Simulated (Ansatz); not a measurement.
ClFH₅NSi₂, SMILES F[SiH2]N[SiH2]Cl, energies of removing a hydrogen

With Ansatz 0.2.0 through its Python package.

Interactive session:
```pycon
>>> import ansatz as az
>>> from ase import Atoms
>>> def total_energy(molecule, charge=0, unpaired=0):
...     calc = (
...         molecule.calculation()
...         .basis(gaussian="def2-TZVP")
...         .functional("CAM-B3LYP")
...     )
...     if charge:
...         calc = calc.charge(charge)
...     if unpaired:
...         calc = calc.spin("collinear", total=unpaired)
...     report = calc.run().report
...     if report["published_state_doubts"]:
...         print("  doubts:", report["published_state_doubts"])
...     return report["free_energy_ev"]
...
>>> def without(molecule, index):
...     rest = az.Crystal.molecule()
...     for i, site in enumerate(molecule.cartesian_sites):
...         if i != index:
...             rest = rest.atom(site.symbol, site.position_ang)
...     return rest
...
>>> atoms = Atoms(["F", "Si", "N", "Si", "Cl", "H", "H", "H", "H", "H"], positions=[
...     [-1.9495, -1.944, 0.4988],
...     [-1.0843, -0.8771, -0.3301],
...     [0.1339, -0.4287, 0.6999],
...     [1.1401, 0.7992, -0.0268],
...     [2.5086, 1.4102, 1.2627],
...     [-0.5338, -1.5164, -1.5375],
...     [-1.8698, 0.3165, -0.6611],
...     [-0.1962, -0.0709, 1.5715],
...     [0.2012, 1.9729, -0.2515],
...     [1.7329, 0.2872, -1.2228],
... ])
>>> mol = az.Crystal.molecule_from_ase(atoms)
>>> whole = total_energy(mol, 0)

>>> hydrogen = total_energy(az.Crystal.molecule().atom("H", (0, 0, 0)), 0, 1)
>>> print(f"E(molecule) = {whole:.5f} eV, E(H) = {hydrogen:.5f} eV")
E(molecule) = -32572.69813 eV, E(H) = -13.57334 eV
>>> for index in [6, 7, 9]:
...     radical = total_energy(without(mol, index), 0, 1)
...     print(f"H{index}: homolysis {96.485332 * (radical + hydrogen - whole):.1f} kJ/mol")
...     anion = total_energy(without(mol, index), -1)
...     print(f"H{index}: loss of a proton {96.485332 * (anion - whole):.1f} kJ/mol")
...
H6: homolysis 403.5 kJ/mol
H6: loss of a proton 1675.3 kJ/mol
H7: homolysis 467.4 kJ/mol
H7: loss of a proton 1501.8 kJ/mol
H9: homolysis 403.0 kJ/mol
H9: loss of a proton 1593.9 kJ/mol
```

Total energies depend on the basis set; only differences at equal settings carry meaning. The geometry is a force-field or estimated start, not a minimum of this method, and the basis set is short of its limit. All parts are taken at fixed geometry, without zero-point energy. Anions want diffuse functions, which this basis lacks. The whole script took 86 s on 1 thread of Arm Neoverse V2 (shared host), peak memory 0.88 GiB.

(Lines on the test bed's own set-up are left out of the output.)
